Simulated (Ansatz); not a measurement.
Runs of Ansatz 0.2.0 on Mn. The cell holds a sheet with vacuum, 1 atom: a = 2.614 Å, b = 2.614 Å, c = 23.800 Å, α = 90.00°, β = 90.00°, γ = 90.00°. The cell was built by a generator and needn't be a form met in nature.

```tsv
task	level	cell	cutoff (eV)	basis error allowed	gap on the mesh (eV)	moment (μB)	work function (eV)
single point	LDA	as given	249	0.002 eV/atom	none	4.24	4.01
relaxation of the atoms	PBE	atoms relaxed	-	0.002 eV/atom	-	4.32	-
single point	PBEsol	as given	249	0.002 eV/atom	none	(a)	3.77
single point	PBE	as given	249	0.002 eV/atom	none	4.32	3.67
projected density of states	PBE	as given	249	0.002 eV/atom	-	4.32	3.67
single point	PBE	as given	269	0.001 eV/atom	none	4.32	3.67
```

Alike in all rows: potentials or basis all-electron LAPW, scalar-relativistic; spin collinear, ferromagnetic start; k mesh 10 × 10 × 1; smearing fermi-dirac 0.05 eV.

Q: Fill in the values left out.

A: (a) 4.33.

Caveats: the relaxation stopped at its first step, so nothing moved (some runs).

A gap of «none» marks a metal or a gap under the smearing width.
